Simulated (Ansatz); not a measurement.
# ZnWO4: the cost of one run

Program: the Python package of Ansatz 0.2.0. Level of theory: DFT LDA, plane waves, PAW. These are calculated values, not measurements.

### 1 The system

The structure is monoclinic, space group P2/c (No. 13). Conventional cell: a = 4.699 Å, b = 5.729 Å, c = 4.937 Å, α = 90.00°, β = 90.61°, γ = 90.00°. Zn (site symmetry 2) has 6 O at 2.03 to 2.23 Å in its first shell of neighbours. Around W (site symmetry 2) lie 6 O at 1.80 to 2.14 Å. O (site symmetry 1) has 2 W at 1.92 to 2.14 Å and 1 Zn at 2.03 Å in its first shell of neighbours. O (site symmetry 1) has 1 W at 1.80 Å and 2 Zn at 2.09 to 2.23 Å in its first shell of neighbours.

The script reads znwo4.vasp:

```text
ZnWO4
1.0
   4.69860000    0.00000000    0.00000000
   0.00000000    5.72930000    0.00000000
  -0.05298841    0.00000000    4.93641561
Zn W O
2 2 8
Direct
   0.50000000    0.68400000    0.25000000
   0.50000000    0.31600000    0.75000000
   0.00000000    0.18258000    0.25000000
   0.00000000    0.81742000    0.75000000
   0.21690000    0.10510000    0.93630000
   0.78310000    0.10510000    0.56370000
   0.78310000    0.89490000    0.06370000
   0.21690000    0.89490000    0.43630000
   0.25650000    0.37770000    0.39960000
   0.74350000    0.37770000    0.10040000
   0.74350000    0.62230000    0.60040000
   0.25650000    0.62230000    0.89960000
```

### 2 Script

bands.py

```python
"""Band structure of ZnWO4."""

import argparse
import warnings

import ansatz as az
from ase.io import read
import numpy as np

parser = argparse.ArgumentParser(description="Band structure of ZnWO4.")
parser.add_argument("--xc", default="lda", help="exchange-correlation functional")
parser.add_argument("--ecut", type=float, required=True, help="plane-wave cutoff (eV)")
parser.add_argument("--kmesh", type=int, nargs=3, required=True, help="k-point sampling")
parser.add_argument("--n-empty", type=int, default=6, help="empty bands")
args = parser.parse_args()


def main() -> None:
    warnings.simplefilter("ignore", az.DeckWarning)

    atoms = read("znwo4.vasp", format="vasp")
    crystal = az.Crystal.from_ase(atoms)

    # high-symmetry points in fractions of the reciprocal vectors
    path = [
        ("G", (0.0, 0.0, 0.0)),
        ("Z", (0.0, 0.5, 0.0)),
        ("D", (0.0, 0.5, 0.5)),
        ("B", (0.0, 0.0, 0.5)),
        ("G", (0.0, 0.0, 0.0)),
        ("A", (-0.5, 0.0, 0.5)),
        ("E", (-0.5, 0.5, 0.5)),
    ]
    calc = (
        crystal.calculation()
        .functional(args.xc)
        .basis(args.ecut)
        .pseudopotentials("paw")
        .kpoints(*args.kmesh, center="gamma")
        .occupations(az.OccupationsMethod.FIXED)
        .band_structure([point for _, point in path], intervals=10)
        .scf(extra_bands=args.n_empty)
    )
    history = []
    done = calc.session().plan().execute(on_event=lambda event: history.append(event["data"]["dr2_ev"]) if event["event"] == "scf_iter" else None)
    rep = done.report
    print("density residual by iteration (eV):", " ".join(f"{value:.1e}" for value in history[:40]))

    print(f"free energy      {rep['free_energy_ev']:.5f} eV")
    print(f"per atom         {rep['free_energy_ev'] / len(done.lattice.sites):.5f} eV")
    print(f"SCF iterations   {rep['n_iterations']}  (converged: {rep['converged']})")

    bands = done.band_structure()
    fermi = bands.fermi_energy_ev
    print(f"zero of the bands: {fermi:.3f} eV, the Fermi level found on the SCF mesh")
    levels = bands.channels[0].eigenvalues_ev - fermi
    filled = round(rep["n_electrons"]) // 2
    valence, conduction = levels[:, filled - 1], levels[:, filled]
    print("k (fractions)              top valence  bottom conduction (eV)")
    for k, lo, hi in zip(bands.kpoints_frac, valence, conduction):
        print(f"{k[0]:7.3f} {k[1]:7.3f} {k[2]:7.3f} {lo:12.3f} {hi:13.3f}")
    print(f"on this path: least direct gap {np.min(conduction - valence):.3f} eV, least gap {conduction.min() - valence.max():.3f} eV")


if __name__ == "__main__":
    main()
```

### 3 The run

The run is started by

```sh
$ python bands.py --ecut 510.0 --kmesh 6 4 6
```

What time and memory should one allow on 1 thread of Arm Neoverse V1, shared host?

About 72 s, with a peak of 0.76 GiB.
